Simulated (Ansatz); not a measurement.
# AlGa3As4: the cost of one run

Code: Ansatz 0.2.0. PAW datasets, plane waves. The calculation is spin-unpolarised, and the structure need not be a phase that has been made.

### 1 Starting point

The cell was relaxed beforehand with r2SCAN.

It is trigonal, R3m (No. 160); conventional cell a = 4.011 Å, c = 39.251 Å, 22.79 Å³ an atom. Al has 4 As at 2.45–2.46 Å; Ga has 4 As at 2.46 Å; Ga has 4 As at 2.45 Å; Ga has 4 As at 2.45–2.46 Å; As has 3 Al at 2.45 Å and 1 Ga at 2.46 Å.

Structure file:

```cif
data_structure
_symmetry_space_group_name_H-M 'P 1'
_symmetry_Int_Tables_number 1
_cell_length_a 13.2870
_cell_length_b 13.2870
_cell_length_c 13.2870
_cell_angle_alpha 17.363
_cell_angle_beta 17.363
_cell_angle_gamma 17.363
_cell_volume 182.31
loop_
_atom_site_label
_atom_site_type_symbol
_atom_site_fract_x
_atom_site_fract_y
_atom_site_fract_z
_atom_site_occupancy
Al1 Al 0.99984 0.99984 0.99984 1
Ga1 Ga 0.24994 0.24994 0.24994 1
Ga2 Ga 0.49997 0.49997 0.49997 1
Ga3 Ga 0.75012 0.75012 0.75012 1
As1 As 0.31259 0.31259 0.31259 1
As2 As 0.56247 0.56247 0.56247 1
As3 As 0.81257 0.81257 0.81257 1
As4 As 0.06249 0.06249 0.06249 1
```

### 2 Band structure with PBE

File input.yaml:

```yaml
crystal:
  lattice:
    - [2.0056007636, 1.1579341407, 13.0835924516]
    - [-2.0056007636, 1.1579341407, 13.0835924516]
    - [0.0, -2.3158682815, 13.0835924515]
  atoms:
    - { symbol: Al, position: [0.9998445217, -0.0001554783, -0.0001554783] }
    - { symbol: Ga, position: [0.249943306, 0.249943306, 0.249943306] }
    - { symbol: Ga, position: [0.4999721178, 0.4999721178, 0.4999721178] }
    - { symbol: Ga, position: [0.7501214534, 0.7501214534, 0.7501214534] }
    - { symbol: As, position: [0.3125856464, 0.3125856464, 0.3125856464] }
    - { symbol: As, position: [0.5624703437, 0.5624703437, 0.5624703437] }
    - { symbol: As, position: [0.8125709138, 0.8125709138, 0.8125709138] }
    - { symbol: As, position: [0.0624916972, 0.0624916972, 0.0624916972] }
kpoints:
  mp_grid: { grid: [8, 8, 8] }
  band_path:
    path:
      - [[0.0, 0.0, 0.0], [-0.5, -0.5, -0.5], [-0.5, -0.1718884932362, -0.8281115067638]]
      - [[-0.1718884932362, 0.1718884932362, -0.5], [-3.535613032652e-16, -1.060351232479e-15, -0.5], [0.0, 0.0, 0.0], [-2.343249234477e-16, 0.3359442466181, -0.3359442466181]]
      - [[-0.3359442466181, -9.730295473481e-16, -0.6640557533819], [-0.5, -5.271186011608e-16, -0.5], [0.0, 0.0, 0.0]]
    npoints: 10
hamiltonian:
  xc: pbe
scf:
  occupations: { method: fermi_dirac, width: 0.02 }
  n_extra_bands: 6
output:
  forces: true
  stress: true
  eigenvalues: true
```

Run with:

```sh
> ansatz run input.yaml --threads 2 --pin off --max-ram 29491MiB --backend cpu --events-out ev --progress --plain --runs-dir out
```

Q: Estimate wall time and peak memory on 2 threads of AMD EPYC 7R13 (Zen 3), shared host.

About 36 s, with a peak of 0.78 GiB.
